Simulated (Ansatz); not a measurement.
Predict the output of the script below (Ansatz's Python interface).

`mgzn3s4.xyz`
```text
8
Lattice="5.45479947 0.0 0.0 0.0 5.45479947 0.0 0.0 0.0 5.45479947" Properties=species:S:1:pos:R:3 pbc="T T T"
Mg    2.72739974    2.72739974    2.72739974
Zn    0.00000000    0.00000000    2.72739974
Zn    0.00000000    2.72739974    0.00000000
Zn    2.72739974    0.00000000    0.00000000
S     4.12565434    4.12565434    1.32914513
S     4.12565434    1.32914513    4.12565434
S     1.32914513    4.12565434    4.12565434
S     1.32914513    1.32914513    1.32914513
```

`edit_mgzn3s4.py`:
```python
from dataclasses import dataclass

import ansatz as az


@dataclass(frozen=True)
class RunConfig:
    kmesh: tuple[int, ...] = (4, 4, 4)
    smearing: str = "Fixed"


cfg = RunConfig()

cell = az.Crystal.from_extxyz("mgzn3s4.xyz")

model = cell.calculation()
model = model.pseudopotentials("nc")
model = model.kpoints(*cfg.kmesh, center="gamma")
model = model.accuracy("low").functional(az.Functional.R2SCAN)
model = model.occupations(cfg.smearing)
model = model.band_table()
typed = model.input()
rows = []
for value in [0.1, 0.3, 0.6]:
    edited = typed.set(az.key.scf.mixing.beta, value)
    data = az.Session.from_dict(edited).plan().execute().report
    rows.append((value, data["free_energy_ev"], data["n_iterations"], len(data["eigenvalues_ev"][0]) if "eigenvalues_ev" in data else 0))
print("          beta            F eV      iterations    bands listed")
for row in rows:
    print(f"{str(row[0]):>14s}  {row[1]:14.5f}  {row[2]:14d}  {row[3]:14d}")
```

```console
$ python edit_mgzn3s4.py
DeckWarning: basis.ecutwfc = 1306.14654 eV, auto-derived from the records' recommended cutoffs: set by Zn (normal level)
          beta            F eV      iterations    bands listed
           0.1    -23095.01475              10              54
           0.3    -23095.01475               9              54
           0.6    -23095.01475               8              54
```
(Warnings from the package without file and line, repeats left out.)

Caveats:
- The settings weren't tested for convergence.
- Such functionals run on norm-conserving files made under PBE, which can move pressures by some GPa.
- The structure comes from a database of computed cells and needn't be a stable or known phase.
- Finished in 3.5 min on 1 thread of Arm Neoverse V1 (shared host), peak memory 0.89 GiB.
